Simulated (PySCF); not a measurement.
# C2H7BF2O: the cost of one run

Programs: PySCF 2.14.0, with density-fitted response routines of our own. Each step states its level of theory. These are calculated values for one molecule in the gas phase, unless marked as measured. Atoms count from 0, in the outputs and in this text.

### 1 Starting geometry

13 atoms, charge 0, multiplicity 1; geometry from: PBE0-D3(BJ)/def2-SVP.

Bonds of the start (Å): B0–O1 1.72, O1–C2 1.43, O1–C3 1.39, C3–F4 1.33, C3–F5 1.32, B0–H6 1.21, B0–H7 1.22, B0–H8 1.22, C2–H9 1.10, C2–H10 1.10, C2–H11 1.09, C3–H12 1.10.

### 2 NMR shieldings: PBE0/6-31G*

The job: settings as JSON, then the geometry in Å.

```
{"job": {"kind": "nmr", "xc": "PBE0", "basis": "6-31G*", "pop": true}, "charge": 0, "multiplicity": 1}
B     -0.620311    -0.739716    -1.287466
O      0.008444     0.336585    -0.102829
C     -0.824033     0.434560     1.055620
C      1.376306     0.345782     0.157682
F      1.775772    -0.856941     0.565288
F      2.007156     0.663053    -0.954246
H      0.313082    -0.883541    -2.044966
H     -1.553992    -0.080290    -1.705058
H     -0.919250    -1.714144    -0.619026
H     -0.538280     1.326360     1.632061
H     -0.735188    -0.477454     1.662133
H     -1.846743     0.535998     0.679436
H      1.584856     1.088763     0.947680
```

Method: GIAO PBE0/6-31G* NMR shielding, non-relativistic, gas phase.

On the command line:

```sh
$ OMP_NUM_THREADS=1 python probes_run.py task.json out
```

The driver reads the jobs from task.json and runs them one after another.

**Question.** How long does this first job take on 1 thread of Arm Neoverse V1, shared host, and how much memory does it need?

About 9 s, with a peak of 0.58 GiB.
